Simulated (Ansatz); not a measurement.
## Bi in Ansatz: the effect of functional

Bi, a sheet with vacuum:

```
Bi
1.0
     3.12932    0.00000    0.00000
     0.00000    3.12932    0.00000
     0.00000    0.00000   23.80000
Bi
1
Direct
  0.50000 0.50000 0.29412
```

The cell was built by a generator and needn't be a form met in nature.

Alike in all runs:

```yaml
Program: Ansatz 0.2.0
Task: work function
Potentials_or_basis: all-electron LAPW, scalar-relativistic
Basis_error_allowed: 0.002 eV/atom
k_mesh: 9 × 9 × 1
Occupations: fermi-dirac, width 0.05 eV
Spin: no spin polarisation
```

```csv
functional,cutoff,work function (eV)
PBE,187 eV (chosen from the basis error),4.61
LDA,188 eV (chosen from the basis error),?
PBEsol,187 eV (chosen from the basis error),4.70
```

Question: What does the run with functional LDA give?

Answer: Work function 4.88 eV.
